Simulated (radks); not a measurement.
# Cl⁺ in [Ne] 3s2 3p4: an all-electron calculation

The task here is to estimate one member of a computed series from the others.

Program: radks (a radial shooting solver on a logarithmic mesh, Libxc functionals) version 1. Level of theory: non-relativistic Kohn-Sham, SCAN, spin-polarised, spherical densities, point nucleus; open shells are filled with parallel spins first. These are calculated values, not measurements, unless marked.

### The system

```
element       : chlorine (Z = 17)
charge        : +1
electrons     : 16
configuration : [Ne] 3s2 3p4
```

Outer shells as boxes (Hund's rule):

Cl⁺
```
[Ne] core
3s [↑↓]
3p [↑↓][↑ ][↑ ]
```

The first run:

Settings of this run:

```text
Z 17
configuration [Ne] 3s2 3p4
relativity non-relativistic
functional scan,scan
spin polarised
nucleus point
```

Run with:

```bash
> python run_ks.py task.json out
```

This one command runs every case of the session in turn.

One table of the session follows, with a row left open; its other results are not shown here.

It belongs to the step «Radial structure». Radial moments (bohr):

| level | <r> | outermost maximum (interpolated) | 90 % within | nodes |
| --- | --- | --- | --- | --- |
| 1s up | ? | ? | ? | ? |
| 1s down | 0.09143 | 0.0599 | 0.163 | 0 |
| 2s up | 0.4444 | 0.363 | 0.694 | 1 |
| 2s down | 0.4444 | 0.363 | 0.694 | 1 |
| 2p up | 0.4065 | 0.302 | 0.674 | 0 |
| 2p down | 0.4066 | 0.303 | 0.674 | 0 |
| 3s up | 1.495 | 1.27 | 2.25 | 2 |
| 3s down | 1.513 | 1.28 | 2.28 | 2 |
| 3p up | 1.686 | 1.39 | 2.60 | 1 |
| 3p down | 1.729 | 1.40 | 2.69 | 1 |

Q: Estimate the row for 1s up from the others.

**Answer.** <r>: 0.09145; outermost maximum (interpolated): 0.0599; 90 % within: 0.163; nodes: 0. In the column «<r>» it lies between 1s down (0.09143) and 2p up (0.4065).

Caveats from the session: Open shells are spherical and high-spin; term and fine-structure splittings are not resolved.
